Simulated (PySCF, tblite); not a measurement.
# C3H6BF: protonation, NMR shifts, part 2 of 2

tblite 0.8.0 and PySCF 2.14.0. Atoms count from 0. The steps go on from the part before.

### 11 Single point (C₃H₇BF+): B3LYP-D3(BJ)/def2-TZVP

Geometry: PBE0-D3(BJ)/def2-SVP.

What the job is given:

```
{"job": {"kind": "sp", "xc": "B3LYP", "basis": "def2-TZVP", "d3": "d3bj", "grid": 2}, "charge": 1, "multiplicity": 1}
F      2.524794    -0.054412     1.268790
B      1.448259    -0.201645     0.103513
C      0.107196     0.196191     0.543647
C     -1.087277    -0.547219    -0.133263
C     -0.815811     0.816882    -0.552918
H      2.019010    -0.609786    -0.861894
H     -0.059176     0.544233     1.567213
H     -1.903971    -0.746949     0.565438
H     -0.850343    -1.372892    -0.809158
H     -0.378806     0.996753    -1.538462
H     -1.430351     1.634306    -0.166747
H      3.427392    -0.284202     1.088697
```

The log of the run:

```text
coarse grid: 9776 points
cycle   1  E = -242.9688531009  dE =  7.670e-01  |g| = 4.274e-01  |ddm| = 2.369e+00
cycle   2  E = -242.9328779511  dE =  3.598e-02  |g| = 5.658e-01  |ddm| = 7.543e-01
cycle   3  E = -243.0106525756  dE = -7.777e-02  |g| = 9.040e-02  |ddm| = 3.954e-01
cycle   4  E = -243.0125935716  dE = -1.941e-03  |g| = 2.996e-02  |ddm| = 7.613e-02
cycle   5  E = -243.0127226857  dE = -1.291e-04  |g| = 1.170e-02  |ddm| = 1.939e-02
cycle   6  E = -243.0127468434  dE = -2.416e-05  |g| = 7.620e-04  |ddm| = 6.863e-03
cycle   7  E = -243.0127469640  dE = -1.206e-07  |g| = 3.568e-04  |ddm| = 1.030e-03
final grid: 94040 points
cycle   8  E = -243.0080439405  dE = -1.012e-04  |g| = 6.396e-03  |ddm| = 5.572e-02
cycle   9  E = -243.0080352735  dE =  8.667e-06  |g| = 8.652e-03  |ddm| = 8.740e-03
cycle  10  E = -243.0080533044  dE = -1.803e-05  |g| = 9.508e-04  |ddm| = 5.416e-03
cycle  11  E = -243.0080535131  dE = -2.088e-07  |g| = 3.488e-04  |ddm| = 9.940e-04
cycle  12  E = -243.0080535427  dE = -2.955e-08  |g| = 8.020e-05  |ddm| = 3.142e-04
cycle  13  E = -243.0080535439  dE = -1.204e-09  |g| = 2.710e-05  |ddm| = 5.920e-05
converged SCF energy = -243.0080535439
```

Run time: 14 s. Hardware: 1 thread of Arm Neoverse N1, shared host; peak memory 0.64 GiB.

### 12 Single point (C3H6BF): B3LYP-D3(BJ)/def2-TZVP in acetone

Geometry: PBE0-D3(BJ)/def2-SVP.

What the job is given:

```
{"job": {"kind": "sp", "xc": "B3LYP", "basis": "def2-TZVP", "d3": "d3bj", "grid": 2, "solvent": "acetone"}, "charge": 0, "multiplicity": 1}
F      2.507416    -0.396500     1.123839
B      1.541155    -0.363970     0.216568
C      0.127789     0.112528     0.582160
C     -1.039178    -0.539788    -0.147491
C     -0.660006     0.844788    -0.496925
H      1.826386    -0.726357    -0.907780
H     -0.065522     0.426096     1.613163
H     -1.947471    -0.703209     0.437635
H     -0.811929    -1.339568    -0.857991
H     -0.164103     1.025374    -1.454801
H     -1.298693     1.664936    -0.159906
```

The log of the run:

```text
final grid: 88672 points
cycle   1  E = -242.7687157712  dE = -2.634e-04  |g| = 1.428e-02  |ddm| = 9.596e-02
cycle   2  E = -242.7686776474  dE =  3.812e-05  |g| = 2.283e-02  |ddm| = 2.591e-02
cycle   3  E = -242.7687501576  dE = -7.251e-05  |g| = 9.608e-04  |ddm| = 1.149e-02
cycle   4  E = -242.7687503457  dE = -1.881e-07  |g| = 4.706e-04  |ddm| = 1.473e-03
cycle   5  E = -242.7687503970  dE = -5.131e-08  |g| = 1.667e-04  |ddm| = 5.201e-04
cycle   6  E = -242.7687504033  dE = -6.217e-09  |g| = 4.354e-05  |ddm| = 1.746e-04
converged SCF energy = -242.7687504033
```

Run time: 11 s. Hardware: 1 thread of Arm Neoverse N1, shared host; peak memory 0.65 GiB.

### 13 Single point (C₃H₇BF+): B3LYP-D3(BJ)/def2-TZVP in acetone

Geometry: PBE0-D3(BJ)/def2-SVP.

What the job is given:

```
{"job": {"kind": "sp", "xc": "B3LYP", "basis": "def2-TZVP", "d3": "d3bj", "grid": 2, "solvent": "acetone"}, "charge": 1, "multiplicity": 1}
F      2.524794    -0.054412     1.268790
B      1.448259    -0.201645     0.103513
C      0.107196     0.196191     0.543647
C     -1.087277    -0.547219    -0.133263
C     -0.815811     0.816882    -0.552918
H      2.019010    -0.609786    -0.861894
H     -0.059176     0.544233     1.567213
H     -1.903971    -0.746949     0.565438
H     -0.850343    -1.372892    -0.809158
H     -0.378806     0.996753    -1.538462
H     -1.430351     1.634306    -0.166747
H      3.427392    -0.284202     1.088697
```

The log of the run:

```text
final grid: 94040 points
cycle   1  E = -243.1036460861  dE = -1.447e-03  |g| = 2.539e-02  |ddm| = 2.231e-01
cycle   2  E = -243.1035509244  dE =  9.516e-05  |g| = 3.188e-02  |ddm| = 3.944e-02
cycle   3  E = -243.1038273214  dE = -2.764e-04  |g| = 3.716e-03  |ddm| = 2.139e-02
cycle   4  E = -243.1038301383  dE = -2.817e-06  |g| = 8.247e-04  |ddm| = 3.091e-03
cycle   5  E = -243.1038302927  dE = -1.544e-07  |g| = 4.085e-04  |ddm| = 8.228e-04
cycle   6  E = -243.1038303251  dE = -3.245e-08  |g| = 1.334e-04  |ddm| = 3.174e-04
cycle   7  E = -243.1038303283  dE = -3.224e-09  |g| = 2.266e-05  |ddm| = 7.843e-05
converged SCF energy = -243.1038303283
```

Wall time 13 s (1 thread of Arm Neoverse N1, shared host); peak memory 0.68 GiB.

### 14 Single point (C₃H₆BF): B3LYP-D3(BJ)/def2-TZVP in dichloromethane

Geometry: PBE0-D3(BJ)/def2-SVP.

What the job is given:

```
{"job": {"kind": "sp", "xc": "B3LYP", "basis": "def2-TZVP", "d3": "d3bj", "grid": 2, "solvent": "dichloromethane"}, "charge": 0, "multiplicity": 1}
F      2.507416    -0.396500     1.123839
B      1.541155    -0.363970     0.216568
C      0.127789     0.112528     0.582160
C     -1.039178    -0.539788    -0.147491
C     -0.660006     0.844788    -0.496925
H      1.826386    -0.726357    -0.907780
H     -0.065522     0.426096     1.613163
H     -1.947471    -0.703209     0.437635
H     -0.811929    -1.339568    -0.857991
H     -0.164103     1.025374    -1.454801
H     -1.298693     1.664936    -0.159906
```

The log of the run:

```text
final grid: 88672 points
cycle   1  E = -242.7684153844  dE = -2.165e-04  |g| = 1.317e-02  |ddm| = 8.724e-02
cycle   2  E = -242.7683821419  dE =  3.324e-05  |g| = 2.117e-02  |ddm| = 2.386e-02
cycle   3  E = -242.7684447112  dE = -6.257e-05  |g| = 9.086e-04  |ddm| = 1.068e-02
cycle   4  E = -242.7684448802  dE = -1.689e-07  |g| = 4.400e-04  |ddm| = 1.339e-03
cycle   5  E = -242.7684449249  dE = -4.476e-08  |g| = 1.468e-04  |ddm| = 4.692e-04
cycle   6  E = -242.7684449297  dE = -4.766e-09  |g| = 4.075e-05  |ddm| = 1.527e-04
converged SCF energy = -242.7684449297
```

Wall time 11 s (1 thread of Arm Neoverse N1, shared host); peak memory 0.65 GiB.

### 15 Single point (C₃H₇BF+): B3LYP-D3(BJ)/def2-TZVP in dichloromethane

Geometry: PBE0-D3(BJ)/def2-SVP.

What the job is given:

```
{"job": {"kind": "sp", "xc": "B3LYP", "basis": "def2-TZVP", "d3": "d3bj", "grid": 2, "solvent": "dichloromethane"}, "charge": 1, "multiplicity": 1}
F      2.524794    -0.054412     1.268790
B      1.448259    -0.201645     0.103513
C      0.107196     0.196191     0.543647
C     -1.087277    -0.547219    -0.133263
C     -0.815811     0.816882    -0.552918
H      2.019010    -0.609786    -0.861894
H     -0.059176     0.544233     1.567213
H     -1.903971    -0.746949     0.565438
H     -0.850343    -1.372892    -0.809158
H     -0.378806     0.996753    -1.538462
H     -1.430351     1.634306    -0.166747
H      3.427392    -0.284202     1.088697
```

The log of the run:

```text
final grid: 94040 points
cycle   1  E = -243.0970153543  dE = -1.190e-03  |g| = 2.371e-02  |ddm| = 2.067e-01
cycle   2  E = -243.0969254926  dE =  8.986e-05  |g| = 3.018e-02  |ddm| = 3.706e-02
cycle   3  E = -243.0971748443  dE = -2.494e-04  |g| = 3.435e-03  |ddm| = 2.037e-02
cycle   4  E = -243.0971772234  dE = -2.379e-06  |g| = 7.829e-04  |ddm| = 2.830e-03
cycle   5  E = -243.0971773605  dE = -1.371e-07  |g| = 3.738e-04  |ddm| = 7.389e-04
cycle   6  E = -243.0971773866  dE = -2.613e-08  |g| = 1.219e-04  |ddm| = 2.782e-04
cycle   7  E = -243.0971773893  dE = -2.696e-09  |g| = 2.006e-05  |ddm| = 7.206e-05
converged SCF energy = -243.0971773893
```

Wall time 14 s (1 thread of Arm Neoverse N1, shared host); peak memory 0.68 GiB.

### 16 Protonation: B3LYP-D3(BJ)/def2-TZVP

This step combines the energies above: geometries from PBE0-D3(BJ)/def2-SVP, zero-point and thermal terms from PBE0-D3(BJ)/def2-SVP.

What the job is given:

```
{"job": {"kind": "pa", "geom": {"xc": "PBE0", "basis": "def2-SVP", "d3": "d3bj", "grid": 1}, "hess": 1, "level": {"xc": "B3LYP", "basis": "def2-TZVP", "d3": "d3bj", "solvents": ["acetone", "dichloromethane"]}}, "charge": 0, "multiplicity": 1}
F      2.507416    -0.396500     1.123839
B      1.541155    -0.363970     0.216568
C      0.127789     0.112528     0.582160
C     -1.039178    -0.539788    -0.147491
C     -0.660006     0.844788    -0.496925
H      1.826386    -0.726357    -0.907780
H     -0.065522     0.426096     1.613163
H     -1.947471    -0.703209     0.437635
H     -0.811929    -1.339568    -0.857991
H     -0.164103     1.025374    -1.454801
H     -1.298693     1.664936    -0.159906
```

Output (the driver's rows laid out field by field):

```text
protonation site by site, B3LYP-D3(BJ)/def2-TZVP // PBE0-D3(BJ)/def2-SVP

row 1
  formula                 C3H7BF
  charge                  1
  multiplicity            1
  smiles                  [FH+]BC1CC1
  kept                    yes
  pieces                  1
  point_group             Cs
  atom                    0
  element                 F
  electronic              636.46
  enthalpy                615.72
  free_energy             587.81
  solution                acetone 831.11, dichloromethane 814.44
  share_gas               1.0
  share_solution          acetone 1.0, dichloromethane 1.0
```

Run time: 9.9 min. Hardware: 1 thread of Arm Neoverse N1, shared host; peak memory 0.68 GiB.

Energy given off on adding a proton (kJ/mol, gas phase, 298 K for the thermal columns):

| site | product | electronic | enthalpy | free energy |
| --- | --- | --- | --- | --- |
| F0 | [FH+]BC1CC1 | 636.5 | 615.7 | 587.8 |

Free energies in a continuum (kJ/mol, same sign; the bare proton is left unsolvated, so these are no solution acidities or basicities): acetone: F0 831.1; dichloromethane: F0 814.4.

### 17 NMR shifts: GIAO PBE0/pcSseg-1

Settings changed since step 16:

```diff
@@ -1,2 +1,2 @@
-{"job": {"kind": "pa", "geom": {"xc": "PBE0", "basis": "def2-SVP", "d3": "d3bj", "grid": 1}, "hess": 1, "level": {"xc": "B3LYP", "basis": "def2-TZVP", "d3": "d3bj", "solvents": ["acetone", "dichloromethane"]}}, "charge": 0, "multiplicity": 1}
+{"job": {"kind": "nmr", "xc": "PBE0", "basis": "pcSseg-1", "pop": false}, "charge": 0, "multiplicity": 1}
 F      2.507416    -0.396500     1.123839
```

Method: GIAO PBE0/pcSseg-1 NMR shielding, non-relativistic, gas phase.

The log of the run:

```text
coarse grid: 9152 points
cycle   1  E = -242.2711402569  dE =  5.197e-01  |g| = 4.740e-01  |ddm| = 2.766e+00
cycle   2  E = -242.2428214280  dE =  2.832e-02  |g| = 6.650e-01  |ddm| = 7.824e-01
cycle   3  E = -242.3141463699  dE = -7.132e-02  |g| = 5.212e-02  |ddm| = 4.531e-01
cycle   4  E = -242.3145492001  dE = -4.028e-04  |g| = 2.855e-02  |ddm| = 5.579e-02
cycle   5  E = -242.3147272106  dE = -1.780e-04  |g| = 3.823e-03  |ddm| = 2.342e-02
cycle   6  E = -242.3147305574  dE = -3.347e-06  |g| = 9.454e-04  |ddm| = 4.613e-03
final grid: 88672 points
cycle   7  E = -242.3480115500  dE = -3.693e-05  |g| = 6.841e-03  |ddm| = 1.951e-02
cycle   8  E = -242.3480059459  dE =  5.604e-06  |g| = 8.404e-03  |ddm| = 1.181e-02
cycle   9  E = -242.3480232014  dE = -1.726e-05  |g| = 3.198e-04  |ddm| = 6.389e-03
cycle  10  E = -242.3480232241  dE = -2.273e-08  |g| = 1.396e-04  |ddm| = 5.065e-04
cycle  11  E = -242.3480232279  dE = -3.784e-09  |g| = 4.920e-05  |ddm| = 1.558e-04
cycle  12  E = -242.3480232283  dE = -4.296e-10  |g| = 9.666e-06  |ddm| = 3.208e-05
converged SCF energy = -242.3480232283

GIAO shielding tensors (ppm)
atom      isotropic    diamagn.    paramagn.     s11        s22        s33       span
  0 F      184.217     465.534    -281.317    -11.616     95.713    468.554    480.170
  1 B       46.454     190.699    -144.245     -9.147     68.897     79.611     88.757
  2 C      178.338     255.503     -77.165    122.790    177.000    235.222    112.432
  3 C      179.195     251.224     -72.029    153.601    177.758    206.226     52.626
  4 C      179.211     251.246     -72.035    153.554    177.784    206.296     52.742
  5 H       26.763      29.106      -2.343     24.221     24.681     31.387      7.166
  6 H       31.131      31.787      -0.656     24.770     28.123     40.498     15.728
  7 H       30.444      29.966       0.478     24.870     26.276     40.185     15.315
  8 H       30.542      30.620      -0.078     24.926     26.847     39.853     14.927
  9 H       30.545      30.626      -0.081     24.931     26.852     39.853     14.923
 10 H       30.445      29.969       0.476     24.869     26.278     40.189     15.320
```

Run time: 11 s. Hardware: 1 thread of Arm Neoverse N1, shared host; peak memory 0.54 GiB.

The references, computed at this level on geometries of the same kind, shield at (ppm): ¹H TMS 31.27, ¹³C TMS 184.4, ¹⁹F CFCl3 177.2, ¹¹B BF3·OEt2 100.7. Their shielding less the atom's gives the shift. The references are single molecules in the gas phase, so shifts against H2O, NH3, PH3, H3PO4 or CFCl3 are not on the usual liquid scales and can be off by tens of ppm. Atoms listed in one row are averaged.

| atoms | environment | σ (ppm) | δ (ppm) | δ scaled to CDCl3 |
| --- | --- | --- | --- | --- |
| C2 | three-membered-ring carbon | 178.3 | 6.1 | 5.4 |
| C3, C4 | three-membered-ring carbon | 179.2 | 5.2 | 4.5 |
| H5 | hydrogen on a boron bonded to C, F | 26.76 | 4.50 | – |
| H7, H10 | hydrogen on a three-membered-ring carbon | 30.44 | 0.82 | 1.00 |
| H8, H9 | hydrogen on a three-membered-ring carbon | 30.54 | 0.72 | 0.90 |
| H6 | hydrogen on a three-membered-ring carbon | 31.13 | 0.14 | 0.35 |
| F0 | fluorine bonded to B | 184.2 | -7.0 | – |
| B1 | boron bonded to C, F, H | 46.5 | 54.3 | – |

The scaled column applies a straight-line fit of computed shieldings to shifts measured in CDCl3, and one for carbons that bear F (root-mean-square error 0.21 ppm for H, 2.0 ppm for C).

Ring of atoms C2, C3, C4: NICS(0) -44.0, NICS(1) -8.6, NICS(1)zz -24.8 ppm (means of both faces).

In rings of three or four atoms NICS is ruled by the nearby σ bonds, so it says little on aromaticity.

### 18 NMR shifts (C₃H₇BF+): GIAO PBE0/pcSseg-1

What the job is given:

```
{"job": {"kind": "nmr", "xc": "PBE0", "basis": "pcSseg-1", "pop": false}, "charge": 1, "multiplicity": 1}
F      2.524794    -0.054412     1.268790
B      1.448259    -0.201645     0.103513
C      0.107196     0.196191     0.543647
C     -1.087277    -0.547219    -0.133263
C     -0.815811     0.816882    -0.552918
H      2.019010    -0.609786    -0.861894
H     -0.059176     0.544233     1.567213
H     -1.903971    -0.746949     0.565438
H     -0.850343    -1.372892    -0.809158
H     -0.378806     0.996753    -1.538462
H     -1.430351     1.634306    -0.166747
H      3.427392    -0.284202     1.088697
```

With the program's defaults for keys left out, this is: GIAO PBE0/pcSseg-1 NMR shielding, non-relativistic, gas phase.

The log of the run:

```text
coarse grid: 9776 points
cycle   1  E = -242.5154075356  dE =  8.067e-01  |g| = 3.548e-01  |ddm| = 2.807e+00
cycle   2  E = -242.5093951734  dE =  6.012e-03  |g| = 3.891e-01  |ddm| = 6.364e-01
cycle   3  E = -242.5474217057  dE = -3.803e-02  |g| = 7.982e-02  |ddm| = 3.504e-01
cycle   4  E = -242.5489719034  dE = -1.550e-03  |g| = 1.758e-02  |ddm| = 6.469e-02
cycle   5  E = -242.5490102885  dE = -3.839e-05  |g| = 8.858e-03  |ddm| = 1.443e-02
cycle   6  E = -242.5490237046  dE = -1.342e-05  |g| = 5.026e-04  |ddm| = 5.799e-03
cycle   7  E = -242.5490237633  dE = -5.870e-08  |g| = 2.399e-04  |ddm| = 6.753e-04
final grid: 94040 points
cycle   8  E = -242.5833081745  dE = -4.663e-05  |g| = 6.713e-03  |ddm| = 2.089e-02
cycle   9  E = -242.5833012233  dE =  6.951e-06  |g| = 8.672e-03  |ddm| = 1.134e-02
cycle  10  E = -242.5833199529  dE = -1.873e-05  |g| = 7.975e-04  |ddm| = 6.360e-03
cycle  11  E = -242.5833201222  dE = -1.694e-07  |g| = 1.985e-04  |ddm| = 9.628e-04
cycle  12  E = -242.5833201303  dE = -8.128e-09  |g| = 6.757e-05  |ddm| = 2.093e-04
cycle  13  E = -242.5833201312  dE = -8.916e-10  |g| = 1.546e-05  |ddm| = 4.819e-05
converged SCF energy = -242.5833201312

GIAO shielding tensors (ppm)
atom      isotropic    diamagn.    paramagn.     s11        s22        s33       span
  0 F      305.250     462.258    -157.008    235.447    333.884    346.418    110.971
  1 B       40.309     196.807    -156.499    -59.956     39.680    141.203    201.159
  2 C      165.964     260.026     -94.062     88.925    178.834    230.132    141.207
  3 C      158.740     250.954     -92.214    136.074    165.311    174.833     38.759
  4 C      158.672     251.344     -92.672    135.896    165.285    174.834     38.938
  5 H       26.816      28.615      -1.799     23.617     25.483     31.347      7.730
  6 H       29.682      30.898      -1.216     23.131     27.300     38.615     15.484
  7 H       28.551      28.465       0.085     23.299     24.563     37.790     14.491
  8 H       28.768      29.675      -0.908     24.154     25.076     37.074     12.920
  9 H       28.766      29.656      -0.891     24.161     25.076     37.060     12.899
 10 H       28.554      28.447       0.107     23.302     24.562     37.797     14.495
 11 H       21.986      24.443      -2.457     14.736     15.043     36.179     21.443
```

Wall time 13 s (1 thread of Arm Neoverse N1, shared host); peak memory 0.59 GiB.

Shifts follow as δ = σ(reference) − σ, with reference shieldings (ppm) from runs at the same level and on the same kind of geometry: ¹H TMS 31.27, ¹³C TMS 184.4, ¹⁹F CFCl3 177.2, ¹¹B BF3·OEt2 100.7. The references are single molecules in the gas phase, so shifts against H2O, NH3, PH3, H3PO4 or CFCl3 are not on the usual liquid scales and can be off by tens of ppm. Atoms listed in one row are averaged.

| atoms | environment | σ (ppm) | δ (ppm) |
| --- | --- | --- | --- |
| C3, C4 | carbon bonded to 2 C, 2 H | 158.7 | 25.7 |
| C2 | carbon bonded to 2 C, B, H | 166.0 | 18.4 |
| H11 | hydrogen on a fluorine bonded to B | 21.99 | 9.28 |
| H5 | hydrogen on a boron bonded to C, F | 26.82 | 4.45 |
| H7, H10 | hydrogen on a carbon bonded to 2 C | 28.55 | 2.71 |
| H8, H9 | hydrogen on a carbon bonded to 2 C | 28.77 | 2.50 |
| H6 | hydrogen on a carbon bonded to 2 C, B | 29.68 | 1.58 |
| F0 | fluorine bonded to B, H | 305.2 | -128.0 |
| B1 | boron bonded to C, F, H | 40.3 | 60.4 |

Ring of atoms C2, C3, C4: NICS(0) -44.6, NICS(1) -8.1, NICS(1)zz -23.6 ppm (means of both faces).

In rings of three or four atoms NICS is ruled by the nearby σ bonds, so it says little on aromaticity.

### 19 Spectra of the species

What the job is given:

```
{"job": {"kind": "pa", "geom": {"xc": "PBE0", "basis": "def2-SVP", "d3": "d3bj", "grid": 1}, "hess": 1, "level": {"xc": "B3LYP", "basis": "def2-TZVP", "d3": "d3bj", "solvents": ["acetone", "dichloromethane"]}, "spectra": true}, "charge": 0, "multiplicity": 1}
F      2.507416    -0.396500     1.123839
B      1.541155    -0.363970     0.216568
C      0.127789     0.112528     0.582160
C     -1.039178    -0.539788    -0.147491
C     -0.660006     0.844788    -0.496925
H      1.826386    -0.726357    -0.907780
H     -0.065522     0.426096     1.613163
H     -1.947471    -0.703209     0.437635
H     -0.811929    -1.339568    -0.857991
H     -0.164103     1.025374    -1.454801
H     -1.298693     1.664936    -0.159906
```

The log of the run:

```text
nmr FBC1CC1 +0: GIAO PBE0/pcSseg-1 NMR shielding, non-relativistic, gas phase
nmr [FH+]BC1CC1 +1: GIAO PBE0/pcSseg-1 NMR shielding, non-relativistic, gas phase
```

It took 24 s on 1 thread of Arm Neoverse N1, shared host; peak memory 0.59 GiB.

This step only lists the spectra that were run on the species above.

### 20 What came out

The summary covers parts 1 to 2.

| quantity | value |
| --- | --- |
| strongest single infrared mode (GFN2-xTB) | 1373 cm⁻¹, 178 km/mol |
| zero-point energy (GFN2-xTB) | 53.7 kcal/mol |
| point group | Cs |
| rotational constants (main isotopes) | 15.54, 2.76, 2.67 GHz |
| proton affinity (−ΔH), F0 (B3LYP-D3(BJ)/def2-TZVP) | 615.7 kJ/mol |
| ¹³C shifts against TMS (PBE0/pcSseg-1, means over atoms taken as alike) | 6.1, 5.2 ppm |
| ¹H shifts against TMS (PBE0/pcSseg-1, means over atoms taken as alike) | 4.50, 0.82, 0.72, 0.14 ppm |
| ¹⁹F shifts against CFCl3 (PBE0/pcSseg-1) | -7.0 ppm |
| ¹¹B shifts against BF3·OEt2 (PBE0/pcSseg-1) | 54.3 ppm |

What this shows: No mode is imaginary among the 27: a minimum at this level. The strongest single mode, at 1373 cm⁻¹, is spread over several atoms, C2, B1, H6 among them. GFN2-xTB is a fitted tight-binding method: band positions and strengths are rough. Its intensities can rank the bands wrongly. Over 3 steps the energy fell by 0.051 eV; of the close pairs, B1–H5 changed most, 1.175 to 1.215 Å (PBE0/def2-SVP). The proton affinity (−ΔH) at F0 is 615.7 kJ/mol at B3LYP-D3(BJ)/def2-TZVP; zero-point and thermal terms move it by -20.8 kJ/mol from the electronic value. At PBE0/pcSseg-1: Shielding is most anisotropic at F0 (span 480 ppm, paramagnetic term -281 ppm).
